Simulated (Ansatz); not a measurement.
# LuSi2: the cost of one run

Computed with Ansatz 0.2.0 (DFT PBEsol, with the methods named in each step, unless a step's input says otherwise).

**1. Starting point**

The structure is hexagonal, space group P6/mmm (No. 191). The conventional cell has a = 4.089 Å, b = 4.089 Å, c = 3.796 Å, α = 90.00°, β = 90.00°, γ = 120.00°. Around Lu (site symmetry 6/mmm) lie 12 Si at 3.03 Å. Si (site symmetry -6m2) is surrounded by 3 Si at 2.36 Å and 6 Lu at 3.03 Å.

Coordinates:

```cif
data_structure
_symmetry_space_group_name_H-M 'P 1'
_symmetry_Int_Tables_number 1
_cell_length_a 4.0893
_cell_length_b 4.0893
_cell_length_c 3.7962
_cell_angle_alpha 90.000
_cell_angle_beta 90.000
_cell_angle_gamma 120.000
_cell_volume 54.98
loop_
_atom_site_label
_atom_site_type_symbol
_atom_site_fract_x
_atom_site_fract_y
_atom_site_fract_z
_atom_site_occupancy
Lu1 Lu 0.00000 0.00000 0.00000 1
Si1 Si 0.33333 0.66667 0.50000 1
Si2 Si 0.66667 0.33333 0.50000 1
```

Atoms are numbered in the order of the input: Lu1, Si2, Si3.

**2. Shortest bond scaled by 1, PAW**

File input.yaml:

```yaml
crystal:
  lattice:
    - [4.0893360604, 0.0, 0.0]
    - [-2.0446680302, 3.5414689129, 0.0]
    - [0.0, 0.0, 3.796218]
  atoms:
    - { symbol: Lu, position: [0.0, 0.0, 0.0] }
    - { symbol: Si, position: [0.3333333333, 0.6666666667, 0.5] }
    - { symbol: Si, position: [0.6666666667, 0.3333333333, 0.5] }
kpoints:
  mp_grid: { grid: [9, 9, 8] }
scf:
  occupations: { method: fermi_dirac, width: 0.05 }
hamiltonian:
  xc: pbesol
  pseudopotentials: { kind: paw }
output:
  forces: true
  stress: true
  eigenvalues: true
  efg: { contact_densities: true }
  populations: true
```

Run with:

```sh
> ansatz run input.yaml --threads 1 --pin off --max-ram 3072MiB --backend cpu --events-out ev --progress --plain --runs-dir out
```

What time and memory should one allow on 1 thread of Arm Neoverse V1, shared host?

About 8 s, with a peak of 0.43 GiB.
